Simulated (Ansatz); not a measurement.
# ZrSnO4: the cost of one run

The runs shown are made with Ansatz 0.2.0. PAW datasets, plane waves. No spin polarisation and no zero-point or thermal motion; the cell was built from a prototype and may be hypothetical.

**1. The system as given**

The cell was relaxed beforehand with r2SCAN.

Space group P-4m2 (No. 115), tetragonal; conventional cell a = 3.577 Å, c = 5.359 Å, 11.43 Å³ an atom. Sn has 4 O at 2.04 Å; Zr has 4 O at 2.04 Å; O has 2 Sn at 2.04 Å; O has 2 Zr at 2.04 Å.

Structure file:

```xyz
6
Lattice="3.5775 0.0000 0.0000 0.0000 3.5775 0.0000 0.0000 0.0000 5.3592" Properties=species:S:1:pos:R:3 pbc="T T T"
Sn    1.7887    1.7887    2.6796
Zr    0.0000    0.0000    0.0000
O     1.7887    0.0000    3.6577
O     0.0000    1.7887    4.3784
O     0.0000    1.7887    1.7014
O     1.7887    0.0000    0.9808
```

**2. Band structure with PBE**

The input, input.yaml:

```yaml
crystal:
  lattice:
    - [3.5774937261, 0.0, 0.0]
    - [0.0, 3.5774937261, 0.0]
    - [0.0, 0.0, 5.3591669901]
  atoms:
    - { symbol: Sn, position: [0.5, 0.5, 0.5] }
    - { symbol: Zr, position: [0.0, 0.0, 0.0] }
    - { symbol: O, position: [0.5, 0.0, 0.682521711] }
    - { symbol: O, position: [0.0, 0.5, 0.8169880797] }
    - { symbol: O, position: [0.0, 0.5, 0.317478289] }
    - { symbol: O, position: [0.5, 0.0, 0.1830119203] }
kpoints:
  mp_grid: { grid: [8, 8, 6] }
  band_path:
    path:
      - [[0.0, 0.0, 0.0], [4.874988642186e-52, 0.5, -2.326409490891e-69], [0.5, 0.5, -2.11683288551e-34], [0.0, 0.0, 0.0], [-2.730365749549e-51, 1.034003803042e-85, 0.5], [-2.730365749549e-51, 0.5, 0.5], [0.5, 0.5, 0.5], [-2.730365749549e-51, 1.034003803042e-85, 0.5]]
      - [[4.874988642186e-52, 0.5, -2.326409490891e-69], [-2.730365749549e-51, 0.5, 0.5]]
      - [[0.5, 0.5, -2.11683288551e-34], [0.5, 0.5, 0.5]]
    npoints: 10
hamiltonian:
  xc: pbe
scf:
  occupations: { method: fermi_dirac, width: 0.02 }
  n_extra_bands: 5
output:
  forces: true
  stress: true
  eigenvalues: true
  write_density: true
  write_potential: true
  elf: true
  volumetric_format: npy
```

Started as:

```sh
$ ansatz run input.yaml --threads 4 --pin off --max-ram 6451MiB --backend cpu --events-out ev --progress --plain --runs-dir out
```

**Question.** How long does this run take on 4 threads of Arm Neoverse V2, shared host, and how much memory does it need?

About 4.5 s, with a peak of 0.46 GiB.
